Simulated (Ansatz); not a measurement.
The system is CS2.

```xyz
6
Lattice="3.6458 -2.9943 0.0000 3.6458 2.9943 0.0000 0.0000 0.0000 9.8513" Properties=species:S:1:pos:R:3 pbc="T T T"
S     3.6458    1.9073    8.7368
S     3.6458    1.0871    3.8111
S     3.6458   -1.0871    6.0401
S     3.6458   -1.9073    1.1145
C     3.6458    0.0000    4.9256
C     0.0000    0.0000    0.0000
```

The cell comes from a database or a generator and needn't be the stable form of this composition.

Base run:

| Item | Value |
| --- | --- |
| Program | Ansatz 0.2.0 |
| Functional | PBEsol |
| Potentials or basis | Ansatz PAW |
| Cutoff | 420 eV |
| Density cutoff | 1680 eV |
| k mesh | 6 × 6 × 4 |
| Occupations | fixed |
| Spin | no spin polarisation |

Its results: band gap on the k mesh 3.41 eV, direct; pressure -0.1 GPa; largest force 0.085 eV/Å.

After a change of settings the same cell gave: band gap on the k mesh 3.32 eV, direct; pressure -1.1 GPa; largest force 0.221 eV/Å. Which change was it?
A. k mesh from 6 × 6 × 4 to 6 × 6 × 3; occupations from fixed to fermi-dirac, width 0.05 eV; potential files from those of the base run to others of the same set
B. functional from PBEsol to LDA; level from pbesol to lda
C. functional from PBEsol to r2SCAN; cutoff from 420 eV to 500 eV; density cutoff from 1680 eV to 2000 eV; level from pbesol to r2scan

B.

Caveats: the PAW data sets come from PBE, with cores solved anew for the run's functional, which leaves a small shift of forces and pressure.

Not every run made on this cell is shown here.
